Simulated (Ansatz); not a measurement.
Predict the output of the script below (the Python package of Ansatz (0.2.0)).

`lupt3_xc.py`:
```python
# -*- coding: utf-8 -*-
"""One structure of LuPt3 under several functionals."""

from dataclasses import dataclass

import ansatz
import pandas as pd


@dataclass
class RunConfig:
    width_ev: float = 0.05


settings = RunConfig()

lupt3 = (
    ansatz.Lattice.cubic(4.027)
    .space_group(221)
    .atom("Lu", (0.0, 0.0, 0.0))
    .atom("Pt", (0.0, 0.5, 0.5))
)

setup = (
    lupt3.calculation()
    .occupations(ansatz.OccupationsMethod.FERMI_DIRAC, width=settings.width_ev)
    .kpoints(5, center="gamma")
    .stress()
)

rows = []
for value in ["lda", "blyp", "pbesol"]:
    summary = setup.functional(value).run().report
    rows.append((value, summary["free_energy_ev"] / len(summary["lattice"]["sites"]), summary["n_iterations"], sum(summary["stress_gpa"][i][i] for i in range(3)) / 3, summary["n_kpoints"]))

table = pd.DataFrame(rows, columns=["functional", "F/atom (eV)", "iterations", "P (GPa)", "k-points"])
print(table.round(5).to_string(index=False))
```

`python lupt3_xc.py` gives:
```text
DeckWarning: basis.ecutwfc = 420 eV, auto-derived from the records' recommended cutoffs: set by Lu (normal level)
functional  F/atom (eV)  iterations  P (GPa)  k-points
       lda -12808.07323           8 -5.14123        10
      blyp -13101.77220           8 20.11355        10
    pbesol -12941.78928           8  0.02847        10
```
(Warnings from the package without file and line.)

From lowest to highest: LDA (-5.1 GPa), PBEsol (0.0 GPa) and BLYP (20.1 GPa). At a fixed cell a lower pressure usually means a smaller equilibrium volume, so LDA prefers the smallest cell and BLYP the largest.

Reading the output:
- The run is spin-unpolarised.
- BLYP can be off by several per cent in the lattices of metals, and by several GPa in the pressure at a fixed cell.
- For a metal this k-point mesh is coarse: on a finer one energies can move by several to tens of meV an atom and pressures by half a GPa or more, differences at one mesh by less.
- Pressure is positive in compression.
- Spin-orbit coupling, which matters for elements this heavy, is left out.
- The structure is a deposited one; some such entries were measured under pressure or heat, so a shift against it needn't be the functional's error alone.
- Total energies of different functionals can't be compared; pressures, moments and gaps at this one structure can.
- Hardware and time: 7.1 s on 1 thread of Arm Neoverse V2, on a shared host, peak memory 0.45 GiB.
